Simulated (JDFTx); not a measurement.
Runs of JDFTx 1.7.0 (patched build) on ClTl. The cell holds a molecule in a box, 2 atoms: a = 9.000 Å, b = 9.000 Å, c = 12.000 Å, α = 90.00°, β = 90.00°, γ = 90.00°. 

| task | level | potentials or basis | cell | liquid model | variant of the liquid model | solvent | SCF threshold on the energy | further solve for the empty bands | largest force (eV/Å) |
| --- | --- | --- | --- | --- | --- | --- | --- | --- | --- |
| single point | RPBE | PseudoDojo-SR-PBE-0.5-standard (Cl) + PseudoDojo-SR-PBE-0.4.1-standard (Tl) with smoothed tails | as given | - | - | - | 1e-07 Ha | yes | (a) |
| relaxation of the atoms | LDA | PseudoDojo-SR-LDA-0.4.1-standard with smoothed tails | atoms relaxed from: atoms moved at random, drawn with an rms of 0.05 Å | - | - | - | 1e-07 Ha | no | 0.01 |
| single point | PBEsol | PseudoDojo-SR-PBEsol-0.4.1-standard with smoothed tails | as given | - | - | - | 1e-07 Ha | no | 0.17 |
| solvation | PBEsol | PseudoDojo-SR-PBEsol-0.4.1-standard with smoothed tails | as given | LinearPCM | SCCS_g09beta | H2O | 1e-06 Ha | no | 0.89 |

Alike in all rows: no spin polarisation; k mesh 1 × 1 × 1; cutoff (eV) 844; smearing fixed.

Question: Fill in the values left out.

Answer: (a) 0.64.

Caveats: forces may be off by hundredths of an eV/Å (some runs); the potentials were made for another functional, which shifts forces and pressure (some runs); forces in the liquid are good to some per cent (some runs); the liquid is a continuum model, checked here against plausible ranges alone (some runs).

Runs at the PBE level aren't shown here.
